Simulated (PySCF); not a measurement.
# Cl6Co ([CoCl6]3-): the cost of one run

Computed with PySCF 2.14.0 and routines of our own; the level stands in each step. Atoms count from 0.

### 1 The system as given

7 atoms, charge -3, states of the metal's open shell are computed; geometry from: model geometry, bond lengths from ionic radii.

### 2 Ligand-field states: state-averaged CASSCF in water

Job settings and geometry (Å):

```
{"job": {"kind": "lf", "basis": {"metal": "x2c-TZVPall", "ligand": "x2c-SVPall"}, "nevpt": true, "solvent": "water"}, "charge": -3, "metal": "Co", "open_shell": "d6"}
Co     0.000000     0.000000     0.000000
Cl     1.640488    -0.947136     1.339453
Cl     0.000000     1.894272     1.339453
Cl    -1.640488    -0.947136     1.339453
Cl     1.640488     0.947136    -1.339453
Cl    -1.640488     0.947136    -1.339453
Cl    -0.000000    -1.894272    -1.339453
```

With the program's defaults for keys left out, this is: state-averaged CASSCF of the metal d shell, SC-NEVPT2 on the averaged canonical orbitals, state-interaction spin-orbit coupling.

On the command line:

```sh
$ OMP_NUM_THREADS=1 python lf_run.py task.json out
```

This one command runs all jobs of the session in turn.

Q: Estimate the wall time and peak memory of this first job on 1 thread of Arm Neoverse V2, shared host.

About 17 s, with a peak of 0.4 GiB.
